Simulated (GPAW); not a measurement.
Wanted: an ASE script for a GPAW 26.7.0 run.

| Property | Result |
| --- | --- |
| Task | single point |
| Functional | PBE |
| Potentials or basis | GPAW PAW data sets (gpaw-data 1.2.1) |
| Cutoff | 600 eV |
| Basis | pw |
| k mesh | 8 × 8 × 8 |
| Occupations | fermi-dirac, width 0.05 eV |
| Spin | no spin polarisation |
| Maxiter | 150 |

The system is TaTe.

```
CELL_PARAMETERS angstrom
3.42009 0.00000 0.00000
0.00000 3.42009 0.00000
0.00000 0.00000 3.42009
ATOMIC_POSITIONS crystal
Ta 0.50000 0.50000 0.50000
Te 0.00000 0.00000 0.00000
```

The cell was built by a generator and needn't be a form met in nature.

One way to write it, as run:

run.py

```python
from ase import Atoms
from ase.dft.bandgap import bandgap
from ase.io import write
from ase.units import GPa
from gpaw import GPAW, PW

atoms = Atoms(['Ta', 'Te'],
              cell=[[3.42009, 0.0, 0.0],
                    [0.0, 3.42009, 0.0],
                    [0.0, 0.0, 3.42009]],
              scaled_positions=[[0.5, 0.5, 0.5],
                                [0.0, 0.0, 0.0]],
              pbc=True)

calc = GPAW(mode=PW(600),
            xc='PBE',
            kpts={'size': (8, 8, 8), 'gamma': True},
            occupations={'name': 'fermi-dirac', 'width': 0.05},
            nbands=20,
            convergence={'density': 1e-05, 'energy': 1e-05},
            maxiter=150,
            txt='gpaw.txt')
atoms.calc = calc
energy = atoms.get_potential_energy()
forces = atoms.get_forces()
stress = atoms.get_stress()
calc.write('gs.gpw')
write('result.traj', atoms)
print(f'Energy: {energy:.6f} eV')
print('Forces (eV/A):')
print(forces.round(4))
print('Stress (GPa):', (stress / GPa).round(3))
print('Fermi level:', round(calc.get_fermi_level(), 4), 'eV')
print(f'Gap: {bandgap(calc)[0]:.4f} eV, direct: {bandgap(calc, direct=True)[0]:.4f} eV')
```

Potentials or basis: GPAW PAW data sets (gpaw-data 1.2.1), pw.

Command:

```sh
$ OMP_NUM_THREADS=1 python run.py
```

Results of the run:

```yaml
Pressure: -0.5 GPa
Band_gap_on_the_k_mesh: none (metal or under the smearing width)
```

Wall time 11 s on 1 thread of Arm Neoverse V2 (shared host), peak memory 0.15 GiB.
